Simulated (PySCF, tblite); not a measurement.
# C₂H₉ClOSi₃: geometry, infrared bands and NMR shifts

Wanted: the infrared bands and NMR shifts of C₂H₉ClOSi₃ (`CC(=O)[Si]([SiH3])([SiH3])Cl`), by calculation.

The runs use tblite 0.8.0 and PySCF 2.14.0, with density-fitted response routines of our own; the level of theory stands in each step. All values are computed, except where a source is named. Atoms count from 0, in the outputs and in this text.

## (1) The molecule as given

16 atoms, charge 0, multiplicity 1; geometry from: force field or distance geometry start.

Bonds of the start (Å): C0–C1 1.52, C1–O2 1.21, C1–Si3 1.86, Si3–Si4 2.28, Si3–Si5 2.27, Si3–Cl6 2.06, C0–H7 1.09, C0–H8 1.09, C0–H9 1.10, Si4–H10 1.50, Si4–H11 1.49, Si4–H12 1.48, Si5–H13 1.48, Si5–H14 1.50, Si5–H15 1.47.

## (2) Geometry optimisation with GFN2-xTB

The job: settings as JSON, then the geometry in Å.

```
{"job": {"kind": "relax", "xc": "GFN2-xTB", "basis": "xTB"}, "charge": 0, "multiplicity": 1}
C      2.568400    -0.387000     0.480500
C      1.343100    -0.181000    -0.389100
O      1.398200    -0.162300    -1.600100
Si    -0.329100     0.043700     0.404000
Si    -1.729600    -1.588600    -0.357100
Si    -1.209700     2.027500    -0.270400
Cl    -0.198800    -0.034300     2.462500
H      2.461300    -1.287700     1.085100
H      3.446400    -0.498000    -0.156300
H      2.708200     0.482700     1.132800
H     -1.942300    -1.502000    -1.834700
H     -3.066600    -1.472500     0.284600
H     -1.200100    -2.936800    -0.031700
H     -2.518300     2.259400     0.380100
H     -0.315600     3.162400     0.123400
H     -1.423000     2.083200    -1.724800
```

Run with:

```
$ OMP_NUM_THREADS=1 python probes_run.py task.json out
```

The driver reads the jobs from task.json and runs them one after another.

**Question.** This job is followed by: GFN2-xTB harmonic vibrations, gas phase; GIAO PBE0/pcSseg-1 NMR shielding, non-relativistic, gas phase. What will the session give for the following? strongest single infrared mode (GFN2-xTB); zero-point energy (GFN2-xTB); 13C shifts against TMS (PBE0/pcSseg-1); 1H shifts against TMS (PBE0/pcSseg-1, means over atoms taken as alike); 17O shifts against H2O (PBE0/pcSseg-1); 29Si shifts against TMS (PBE0/pcSseg-1, means over atoms taken as alike); 35Cl shifts against HCl (PBE0/pcSseg-1); surface potential, 1st and 99th percentile.

As calculated:

| quantity | value |
| --- | --- |
| strongest single infrared mode (GFN2-xTB) | 740 cm⁻¹, 1113 km/mol |
| zero-point energy (GFN2-xTB) | 59.4 kcal/mol |
| 13C shifts against TMS (PBE0/pcSseg-1) | 251.4, 41.4 ppm |
| 1H shifts against TMS (PBE0/pcSseg-1, means over atoms taken as alike) | 3.62, 2.82 ppm |
| 17O shifts against H2O (PBE0/pcSseg-1) | 845.5 ppm |
| 29Si shifts against TMS (PBE0/pcSseg-1, means over atoms taken as alike) | -22.0, -104.4 ppm |
| 35Cl shifts against HCl (PBE0/pcSseg-1) | -32 ppm |
| surface potential, 1st and 99th percentile | -1.39 V and 1.28 V |

In words: Over 54 steps the energy fell by 0.208 eV; of the close pairs, C1–Si3 changed most, 1.864 to 1.932 Å. No mode is imaginary among the 42: a minimum at this level. The strongest single mode, at 740 cm⁻¹, has its largest shares on H15, H13, H10 and H11 (the list is cut at 4 atoms). GFN2-xTB is a fitted tight-binding method: band positions and strengths are rough. Its intensities can rank the bands wrongly. At PBE0/pcSseg-1: The widest tensor belongs to O2: span 1729 ppm, with a paramagnetic part of -911 ppm. At PBE0/pcSseg-1, counted by nearest atom on the grid, the HOMO lies on O2 48 %; C1 15 %, the LUMO on C1 40 %; O2 27 %.
